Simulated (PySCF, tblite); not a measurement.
# C8H11 radical: geometry, infrared bands and EPR parameters

What infrared bands and EPR parameters should C8H11 radical (`C[CH][C@@]12C=CC[C@@H]1C2`) show?

Programs: tblite 0.8.0 and PySCF 2.14.0, with density-fitted response routines of our own. Each step states its level of theory. These are calculated values for one molecule in the gas phase, unless marked as measured. Atoms count from 0, in the outputs and in this text.

### Step 1. Starting geometry

19 atoms, charge 0, multiplicity 2; geometry from: force field or distance geometry start.

Bonds of the start (Å): C0–C1 1.49, C1–C2 1.47, C2–C3 1.50, C3–C4 1.33, C4–C5 1.47, C5–C6 1.49, C6–C7 1.54, C6–C2 1.49, C7–C2 1.49, C0–H8 1.10, C0–H9 1.12, C0–H10 1.11, C1–H11 1.08, C3–H12 1.10, C4–H13 1.10, C5–H14 1.12, C5–H15 1.09, C6–H16 1.10, C7–H17 1.11, C7–H18 1.08.

### Step 2. Geometry optimisation with GFN2-xTB

The job: settings as JSON, then the geometry in Å.

```
{"job": {"kind": "relax", "xc": "GFN2-xTB", "basis": "xTB"}, "charge": 0, "multiplicity": 2}
C      2.543400    -0.000200    -0.706900
C      1.437700     0.883300    -0.252800
C      0.184200     0.274900     0.207600
C     -0.841000     1.284200     0.636200
C     -2.071200     0.871700     0.349100
C     -2.088500    -0.429700    -0.337900
C     -0.638200    -0.665800    -0.612000
C      0.099000    -1.144900     0.651800
H      2.321300    -1.074300    -0.777000
H      3.466300     0.072200    -0.074500
H      2.850700     0.329300    -1.720200
H      1.404700     1.886900    -0.646300
H     -0.583800     2.212700     1.159800
H     -2.952900     1.481700     0.587300
H     -2.404600    -1.182000     0.425100
H     -2.761500    -0.480700    -1.188900
H     -0.282400    -0.990900    -1.599000
H     -0.546300    -1.437400     1.500300
H      0.853400    -1.881900     0.406200
```

Command:

```bash
$ OMP_NUM_THREADS=1 python probes_run.py task.json out
```

This one command runs all jobs of the session in turn.

Log:

```text
step      E/eV     max force
  0    -615.11266    2.639
  1    -615.33847    1.079
  2    -615.41228    0.647
  3    -615.45544    0.571
  4    -615.50195    0.496
  5    -615.53848    0.418
  6    -615.56942    0.436
  7    -615.60239    0.487
  8    -615.63069    0.420
  9    -615.65276    0.408
 10    -615.66986    0.330
 11    -615.68236    0.249
 12    -615.69348    0.238
 13    -615.70251    0.241
 14    -615.71155    0.251
 15    -615.72227    0.239
 16    -615.73247    0.219
 17    -615.73995    0.193
 18    -615.74500    0.140
 19    -615.74817    0.120
 20    -615.75066    0.095
 21    -615.75267    0.093
 22    -615.75425    0.089
 23    -615.75580    0.078
 24    -615.75747    0.085
 25    -615.75897    0.079
 26    -615.76008    0.065
 27    -615.76089    0.064
 28    -615.76158    0.068
 29    -615.76222    0.056
 30    -615.76283    0.046
 31    -615.76346    0.061
 32    -615.76420    0.066
 33    -615.76500    0.063
 34    -615.76564    0.057
 35    -615.76604    0.049
 36    -615.76634    0.039
 37    -615.76669    0.049
 38    -615.76714    0.057
 39    -615.76764    0.059
 40    -615.76810    0.056
 41    -615.76853    0.055
 42    -615.76900    0.046
 43    -615.76951    0.049
 44    -615.77002    0.052
 45    -615.77049    0.050
 46    -615.77090    0.050
 47    -615.77127    0.043
 48    -615.77160    0.036
 49    -615.77185    0.037
 50    -615.77207    0.031
 51    -615.77229    0.034
 52    -615.77254    0.039
 53    -615.77282    0.039
 54    -615.77310    0.040
 55    -615.77337    0.036
 56    -615.77364    0.037
 57    -615.77394    0.046
 58    -615.77432    0.045
 59    -615.77478    0.045
 60    -615.77518    0.042
 61    -615.77545    0.032
 62    -615.77564    0.035
 63    -615.77583    0.037
 64    -615.77610    0.041
 65    -615.77641    0.047
 66    -615.77668    0.038
 67    -615.77687    0.031
 68    -615.77700    0.031
 69    -615.77712    0.029
 70    -615.77724    0.031
 71    -615.77735    0.029
 72    -615.77746    0.027
 73    -615.77756    0.025
 74    -615.77763    0.016
 75    -615.77767    0.012
 76    -615.77769    0.012
 77    -615.77772    0.012
 78    -615.77775    0.011
 79    -615.77777    0.010
```

Run time: 0.4 s. Hardware: 1 thread of Arm Neoverse V2, shared host.

Step by step: (not every step is listed)

```tsv
step	energy from step 0 (eV)	largest force (eV/Å)
0	0.0000	2.6388
1	-0.2258	1.0786
2	-0.2996	0.6465
3	-0.3428	0.5706
4	-0.3893	0.4963
5	-0.4258	0.4182
6	-0.4568	0.4364
7	-0.4897	0.4871
8	-0.5180	0.4202
14	-0.5989	0.2513
20	-0.6380	0.0955
26	-0.6474	0.0645
32	-0.6515	0.0658
38	-0.6545	0.0570
44	-0.6574	0.0524
50	-0.6594	0.0313
56	-0.6610	0.0369
62	-0.6630	0.0347
68	-0.6643	0.0312
74	-0.6650	0.0163
75	-0.6650	0.0124
76	-0.6650	0.0124
77	-0.6651	0.0121
78	-0.6651	0.0108
79	-0.6651	0.0098
```

Distances of close pairs at the start and the end, largest changes first:

```tsv
bond	before (Å)	after (Å)	change (Å)
C2–C6	1.494	1.550	+0.056
C6–C7	1.540	1.487	-0.052
C2–C7	1.490	1.533	+0.043
C1–C2	1.467	1.434	-0.034
C4–C5	1.472	1.503	+0.031
C7–H17	1.105	1.080	-0.025
C0–H9	1.121	1.097	-0.024
C5–H14	1.117	1.094	-0.023
```

The next job starts from the end point, and lists it.

### Step 3. Infrared spectrum with GFN2-xTB

The job: settings as JSON, then the geometry in Å.

```
{"job": {"kind": "ir", "xc": "GFN2-xTB", "basis": "xTB"}, "charge": 0, "multiplicity": 2}
C      2.523782     0.004175    -0.898586
C      1.429398     0.838033    -0.345996
C      0.188795     0.317586     0.150089
C     -0.848102     1.247247     0.667827
C     -2.077290     0.833258     0.394277
C     -2.095336    -0.438803    -0.405951
C     -0.634649    -0.820727    -0.505801
C      0.077189    -1.078337     0.774172
H      2.185350    -1.004388    -1.125362
H      3.362230    -0.071875    -0.195862
H      2.922296     0.450722    -1.811839
H      1.583998     1.902892    -0.297986
H     -0.584309     2.144211     1.200393
H     -2.991415     1.320499     0.688522
H     -2.689312    -1.212622     0.089045
H     -2.532284    -0.267740    -1.393508
H     -0.284863    -1.295318    -1.410141
H     -0.506127    -1.162440     1.679192
H      0.960846    -1.697125     0.755218
```

Log:

```text
mode    cm-1     km/mol
  1      41.3      1.30
  2     110.8      0.06
  3     199.3      0.12
  4     221.5      0.08
  5     278.9      0.39
  6     406.7      2.28
  7     434.0      2.78
  8     440.3     15.65
  9     486.4      0.65
 10     602.7      0.89
 11     704.3      1.79
 12     756.5      3.14
 13     767.2     14.01
 14     812.9      6.98
 15     862.0      0.72
 16     872.7      0.95
 17     915.9      4.31
 18     940.1      1.90
 19     987.6      3.39
 20     994.2      9.01
 21    1000.8      0.11
 22    1004.5      1.68
 23    1036.0      4.15
 24    1069.8      0.87
 25    1095.2      4.03
 26    1127.0      7.16
 27    1131.7      0.68
 28    1151.5     16.50
 29    1199.7      0.85
 30    1247.3      0.12
 31    1279.7      2.23
 32    1296.0      1.55
 33    1345.1      5.32
 34    1401.9      1.83
 35    1413.5     26.19
 36    1442.3      1.93
 37    1462.9      2.28
 38    1477.3      1.58
 39    1495.8      2.18
 40    1676.4      7.28
 41    2892.1     46.36
 42    2934.5     36.18
 43    2961.5     49.90
 44    2971.1     46.57
 45    3029.9     23.10
 46    3072.0     11.78
 47    3078.7     39.80
 48    3099.9     29.56
 49    3104.7     38.87
 50    3106.8     31.45
 51    3126.2     67.52
```

It took 0.5 s on 1 thread of Arm Neoverse V2, shared host.

Which atoms move in the most intense modes:

```tsv
cm⁻¹	km/mol	atoms
2892	46.4	H9 89 %
2934	36.2	H14 64 %, H15 27 %
2962	49.9	H15 66 %, H14 29 %
2971	46.6	H10 90 %
3079	39.8	H17 56 %, H16 19 %, H18 19 %
3105	38.9	H11 70 %, H13 14 %
3107	31.4	H13 60 %, H11 20 %, H12 12 %
3126	67.5	H12 72 %, H13 18 %
```

### Step 4. g tensor and hyperfine couplings: B3LYP/pcH-1

Same as in step 3 but for these lines:

```diff
@@ -1,2 +1,2 @@
-{"job": {"kind": "ir", "xc": "GFN2-xTB", "basis": "xTB"}, "charge": 0, "multiplicity": 2}
+{"job": {"kind": "epr", "basis": "pcH-1"}, "charge": 0, "multiplicity": 2}
 C      2.523782     0.004175    -0.898586
```

Level: UKS B3LYP, pcH-1 on C H, non-relativistic, mean-field spin-orbit, GIAO.

Log:

```text
UKS, coarse grid
  cycle   1  E = -311.32625081  |g| = 3.43e-01
  cycle   2  E = -311.31136568  |g| = 3.92e-01
  cycle   3  E = -311.39237108  |g| = 4.39e-02
  cycle   4  E = -311.39280303  |g| = 3.32e-02
  cycle   5  E = -311.39331133  |g| = 9.87e-03
  cycle   6  E = -311.39335631  |g| = 4.61e-03
  cycle   7  E = -311.39336701  |g| = 1.25e-03
  cycle   8  E = -311.39336853  |g| = 5.20e-04
UKS, final grid
  cycle   1  E = -311.39338537  |g| = 7.26e-04
  cycle   2  E = -311.39338504  |g| = 1.10e-03
  cycle   3  E = -311.39338564  |g| = 9.57e-05
  cycle   4  E = -311.39338565  |g| = 4.34e-05
  cycle   5  E = -311.39338565  |g| = 3.15e-05
  cycle   6  E = -311.39338566  |g| = 1.08e-05
E = -311.39338566 Eh   <S^2> = 0.7552 (exact 0.7500)
g shifts (ppm)      1          2          3
  rmc          -150       -150       -150
  gc             13         32         22
  oz_so          73        626        765
  total         -65        508        637
hyperfine (MHz)  atom isotope    a_iso     a_fc   dipolar eigenvalues
    0   13C     -31.71     -31.71     -2.09      0.39      1.70
    1   13C      80.40      80.40    -75.84    -74.63    150.47
    2   13C     -41.57     -41.57     -3.41     -1.05      4.47
    3   13C       1.63       1.63     -1.13      0.15      0.99
    4   13C       1.93       1.93     -2.20      0.93      1.27
    5   13C       1.59       1.59     -0.79     -0.63      1.41
    6   13C      45.66      45.66    -11.62    -11.50     23.11
    7   13C      44.69      44.69     -8.96     -8.89     17.85
    8    1H      11.01      11.01     -4.01     -3.54      7.54
    9    1H     122.81     122.81     -4.89     -3.38      8.27
   10    1H      66.36      66.36     -4.52     -4.00      8.52
   11    1H     -59.70     -59.70    -36.28      0.27     36.01
   12    1H      -1.64      -1.64     -2.41     -2.12      4.54
   13    1H       0.37       0.37     -0.91     -0.49      1.40
   14    1H       7.48       7.48     -1.34     -0.98      2.32
   15    1H      -0.86      -0.86     -1.62     -1.04      2.66
   16    1H      -5.21      -5.21     -6.51     -0.37      6.89
   17    1H       8.05       8.05     -4.90     -1.38      6.27
   18    1H      -5.65      -5.65     -5.64     -0.72      6.37
```

It took 92 s on 1 thread of Arm Neoverse V2, shared host; peak memory 0.97 GiB.

Principal g values 2.00225, 2.00283, 2.00296; g(iso) = 2.00268, against 2.00232 for a free electron.

Hyperfine couplings; where a row names several nuclei, a(iso) is their mean (it holds for fast rotation or exchange) and the dipolar term the largest among them:

```tsv
nuclei	isotope	a(iso) (MHz)	a(iso) (G, at g = 2.0023)	largest dipolar term (MHz)
C1	13C	80.4	28.7	150.5
H8, H9, H10	1H	66.7	23.8	8.5
H11	1H	-59.7	-21.3	-36.3
C6	13C	45.7	16.3	23.1
C7	13C	44.7	15.9	17.8
C2	13C	-41.6	-14.8	4.5
C0	13C	-31.7	-11.3	-2.1
H17	1H	8.0	2.9	6.3
H14	1H	7.5	2.7	2.3
H18	1H	-5.7	-2.0	6.4
H16	1H	-5.2	-1.9	6.9
C4	13C	1.9	0.7	-2.2
H12	1H	-1.6	-0.6	4.5
C3	13C	1.6	0.6	-1.1
```

Mulliken spin populations:

C0 -0.08; C1 0.96; C2 -0.11; C3 0.01; C4 -0.01; C5 0.00; C6 0.10; C7 0.09; H8 0.00; H9 0.05; H10 0.02; H11 -0.04; H12 0.00; H13 0.00; H14 0.01; H15 0.00; H16 0.00; H17 0.01; H18 0.00

In first order the couplings over 0.8 MHz of 1H give 488 distinct lines over 103.1 G, if the averaged nuclei exchange fast.

Orbitals, density, ELF and potential are computed afterwards from the orbital file.

ELF in a plane through or near 9 of the atoms.

Values, 10 rows by 14 columns:
```
0.00 0.00 0.00 0.00 0.00 0.00 0.00 0.00 0.00 0.00 0.00 0.00 0.00 0.00
0.00 0.00 0.00 0.00 0.00 0.00 0.00 0.00 0.00 0.00 0.00 0.00 0.00 0.00
0.00 0.00 0.00 0.00 0.01 0.00 0.02 0.08 0.02 0.01 0.03 0.00 0.00 0.00
0.00 0.00 0.00 0.41 0.98 0.10 0.45 0.85 0.32 0.36 0.96 0.53 0.00 0.00
0.00 0.00 0.05 0.41 0.98 0.36 0.13 0.27 0.87 0.31 0.78 0.18 0.00 0.00
0.00 0.01 0.13 0.71 0.27 0.69 0.79 0.71 0.07 0.87 0.50 0.12 0.00 0.00
0.00 0.00 0.04 0.10 0.23 0.76 0.42 0.51 0.72 0.66 0.98 0.99 0.23 0.00
0.00 0.00 0.00 0.00 0.79 1.00 0.34 0.24 0.58 0.11 0.40 0.71 0.01 0.00
0.00 0.00 0.00 0.00 0.05 0.26 0.00 0.06 0.17 0.01 0.00 0.00 0.00 0.00
0.00 0.00 0.00 0.00 0.00 0.00 0.00 0.00 0.00 0.00 0.00 0.00 0.00 0.00
```
The map spans 11.8 Å across and 9.9 Å up, centred on the molecule. Atoms in the plane (x, y in Å): C0 (-2.6, 0.0), C1 (-1.4, -0.8), C4 (2.1, -0.8), C5 (2.0, 0.6), C6 (0.5, 0.9), H8 (-2.4, 1.1), H11 (-1.6, -1.9), H13 (3.1, -1.3), H14 (2.7, 1.3).

On the surface of density 0.002 e/bohr³ the electrostatic potential runs, from the 1st to the 99th percentile, from -0.68 V near C3 to 0.70 V near H16.

The spin density lies nearest to C1 57 %; H11 9 %; C6 7 %.

### Step 5. Results

| quantity | value |
| --- | --- |
| strongest single infrared mode (GFN2-xTB) | 3126 cm⁻¹, 68 km/mol |
| zero-point energy (GFN2-xTB) | 100.9 kcal/mol |
| g(iso) (B3LYP) | 2.00268 |
| ⟨S²⟩ | 0.755 (exact 0.75) |
| largest a(iso) (averaged by class) | 13C on C1, 80.4 MHz |
| surface potential, 1st and 99th percentile | -0.68 V and 0.70 V |

In words: The optimisation took 79 steps and gained 0.665 eV; among the close pairs (by a distance rule), C2–C6 changed most, from 1.494 to 1.550 Å. All 51 modes are real, so the xTB geometry is a minimum. The strongest single mode, at 3126 cm⁻¹, moves mainly H12. GFN2-xTB is a fitted tight-binding method: band positions and strengths are rough. Its intensities can rank the bands wrongly. Most of the unpaired spin sits on C1 (0.96 e). The isotropic g lies 0.4 ppt above the free-electron value.
